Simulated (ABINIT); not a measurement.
## CdBr: single point with LDA

The system is CdBr.

```xyz
2
Lattice="0.0000 3.0724 3.0724 3.0724 0.0000 3.0724 3.0724 3.0724 0.0000" Properties=species:S:1:pos:R:3 pbc="T T T"
Cd    0.0000    0.0000    0.0000
Br    3.0724    3.0724    3.0724
```

The cell was built by a generator and needn't be a form met in nature.

```
Program             : ABINIT 10.8.3 (patched build)
Task                : single point
Functional          : LDA
Potentials or basis : HGH LDA semicore
Cutoff              : 1442 eV
k mesh              : 6 × 6 × 6
Occupations         : fermi-dirac, width 0.05 eV
Spin                : no spin polarisation
```

```
Pressure                                              : -2.8 GPa
Band gap on the k mesh                                : none (metal or under the smearing width)
Valence electrons inside the program's atomic spheres : Cd 9.23; Br 4.19
```

Levels at points of the mesh, in eV from the Fermi level:
```tsv
k point	band 6	band 7	band 8	band 9	band 10	band 11	band 12	band 13	band 14
(0.00, 0.00, 0.00)	-8.49	-3.43	-3.43	-3.43	-2.76	7.10	7.10	7.12	7.18
(0.50, 0.00, 0.00)	-8.41	-5.96	-3.09	-3.09	1.21	1.90	3.85	3.85	8.66
(0.50, 0.50, 0.00)	-8.33	-5.30	-4.15	-4.15	-1.90	4.37	5.40	6.71	6.71
```

Run time: 52 s on 1 thread of Arm Neoverse V1, with other jobs on the host, peak memory 0.11 GiB.

Caveat: HGH potentials are hard and often keep d shells in the core, so these values are rough; an odd number of electrons without spin polarisation forces a metal; a magnetic or distorted state may lie lower.
